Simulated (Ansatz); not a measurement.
BH5NSi, SMILES B[N][SiH3]: an atomisation energy, run with Ansatz 0.2.0 through its Python package.

The script, `tae_bh5nsi.py`:
```python
from collections import Counter
from dataclasses import dataclass

import ansatz as az


@dataclass(frozen=True)
class RunConfig:
    basis_set: str = "def2-SVP"
    method: str = "ccsd_t"


settings = RunConfig()


def energy_of(molecule, charge=0, unpaired=0):
    calc = molecule.calculation().basis(gaussian=settings.basis_set).correlation(settings.method)
    if charge:
        calc = calc.charge(charge)
    if unpaired:
        calc = calc.spin("collinear", total=unpaired)
    report = calc.run().report
    if report["published_state_doubts"]:
        print("  doubts:", report["published_state_doubts"])
    return report["free_energy_ev"]


def main() -> None:
    geometry_ang = [
        ("B", (-0.3766, 0.5637, -1.3223)),
        ("N", (-0.7518, 0.7835, 0.141)),
        ("Si", (0.2076, -0.3931, 1.0428)),
        ("H", (-0.6123, -0.3932, -1.8898)),
        ("H", (0.0277, 1.503, -1.9673)),
        ("H", (-0.039, -0.2364, 2.4919)),
        ("H", (1.6964, -0.1391, 0.8206)),
        ("H", (-0.0598, -1.7456, 0.6274)),
    ]
    bh5nsi = az.Crystal.molecule()
    for symbol, xyz in geometry_ang:
        bh5nsi = bh5nsi.atom(symbol, xyz)

    unpaired = {"B": 1, "N": 3, "Si": 2, "H": 1}
    counts = Counter(site.symbol for site in bh5nsi.cartesian_sites)
    atom_energy = {s: energy_of(az.Crystal.molecule().atom(s, (0, 0, 0)), 0, unpaired[s]) for s in counts}
    whole = energy_of(bh5nsi, 0, 1)
    for s, e in atom_energy.items():
        print(f"{s:2s} x{counts[s]}  {e:14.5f} eV")
    print(f"BH5NSi: {whole:.5f} eV")
    split = sum(counts[s] * e for s, e in atom_energy.items()) - whole
    print(f"atomisation energy (no zero-point term): {96.485332 * split:.1f} kJ/mol, {split / sum(counts.values()):.3f} eV an atom")


if __name__ == "__main__":
    main()
```

What does it cost to take this molecule apart into atoms?

2300.8 kJ/mol from the electronic energies, without the zero-point term.

The run itself:

```console
$ python tae_bh5nsi.py
B  x1      -668.26546 eV
N  x1     -1480.89037 eV
Si x1     -7859.07178 eV
H  x5       -13.58606 eV
BH5NSi: -10100.00426 eV
atomisation energy (no zero-point term): 2300.8 kJ/mol, 2.981 eV an atom
```

What to keep in mind:
- Total energies depend on the basis set; only differences at equal settings carry meaning.
- The geometry is a force-field or estimated start, not a minimum of this method, and the basis set is short of its limit. All parts are taken at fixed geometry, without zero-point energy.
- The species is open-shell (spin multiplicity 2).
- In double-zeta sets correlated atomisation energies come out some 10 to 15 % low.
- It ran for 9.6 s on 1 thread of Arm Neoverse V2 (shared host), peak memory 0.38 GiB.

(Lines on the test bed's own set-up are left out of the output.)
